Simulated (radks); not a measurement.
# Nuclear size and the levels of Ne

An exercise on one series of results from a longer session: the logs are not shown, and one member is left open.

Program: radks (a radial shooting solver on a logarithmic mesh, Libxc functionals) version 1. Level of theory: Dirac Kohn-Sham, exchange-only LDA, spin-unpolarised, spherical densities, finite nucleus. These are calculated values, not measurements, unless marked.

## The system

```
element            : neon (Z = 10)
charge             : 0
electrons          : 10
configuration      : [Ne]
nuclear rms radius : 3.0055 fm
```

Outer shells as boxes (Hund's rule):

Ne
```
[He] core
2s [↑↓]
2p [↑↓][↑↓][↑↓]
```

Set-up of the first run:

Input:

```text
Z 10
configuration [Ne] 3s0 3p0
relativity Dirac
functional lda,
spin unpolarised
j_filling average
nucleus finite rms 3.0055 fm
c 137.035999084
```

Steps of the session up to this table: rms radius 3.0055 fm.

One table of the session follows, with a row left open; its other results are not shown here.

It belongs to the step «rms radius 3.0055 fm». Sizes of the orbitals, from the radial functions (bohr):

```
level     <r>  outermost maximum (interpolated)  90 % within
1s1/2  0.1587                             0.103        0.284
2s1/2       ?                                 ?            ?
2p1/2  0.9876                             0.619         1.76
2p3/2  0.9908                             0.620         1.76
```

**Question.** Estimate the row for 2s1/2.

As computed: <r>: 0.9042; outermost maximum (interpolated): 0.684; 90 % within: 1.46. In the column «<r>» it lies between 1s1/2 (0.1587) and 2p1/2 (0.9876).
